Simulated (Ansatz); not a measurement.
The system is VWC2.

```
W V C
1.0
     1.51704    0.87586    4.93389
    -1.51704    0.87586    4.93389
     0.00000   -1.75173    4.93389
W V C
1 1 2
Direct
  0.00000 0.00000 0.00000
  0.50000 0.50000 0.50000
  0.24649 0.24649 0.24649
  0.75351 0.75351 0.75351
```

The cell comes from a database or a generator and needn't be the stable form of this composition.

Base run:

```yaml
Program: Ansatz 0.2.0
Functional: PBEsol
Potentials_or_basis: Ansatz PAW
Cutoff: "420 eV (not typed: the program's choice for these potentials)"
k_mesh: 9 × 9 × 9
Occupations: fermi-dirac, width 0.05 eV
Spin: collinear spin, ferromagnetic start
Starting_moments: "[0.0, 1.0, 0.0, 0.0] μB"
Fixed_moment: 1 μB
```

Its results: pressure -8.8 GPa; site moments W +0.12; V +0.61; C +0.01 μB; largest force 0.175 eV/Å.

After a change of settings the same cell gave: pressure 2.6 GPa; site moments W +0.52; V +1.30; C +0.15 μB; largest force 0.594 eV/Å. Which change was it?
A. fixed moment from 1 μB to 0.5 μB; moments at the start from [0.0, 1.0, 0.0, 0.0] to [0.0, 0.5, 0.0, 0.0]
B. fixed moment from 1 μB to 2 μB; moments at the start from [0.0, 1.0, 0.0, 0.0] to [0.0, 2.0, 0.0, 0.0]
C. fixed moment from 1 μB to 1.5 μB; moments at the start from [0.0, 1.0, 0.0, 0.0] to [0.0, 1.5, 0.0, 0.0]
D. fixed moment from 1 μB to 3 μB; moments at the start from [0.0, 1.0, 0.0, 0.0] to [0.0, 3.0, 0.0, 0.0]

D.

Caveats: the total moment is fixed, so each spin has its own Fermi level; the PAW data sets come from PBE, with cores solved anew for the run's functional, which leaves a small shift of forces and pressure; the thresholds are loose for stress.
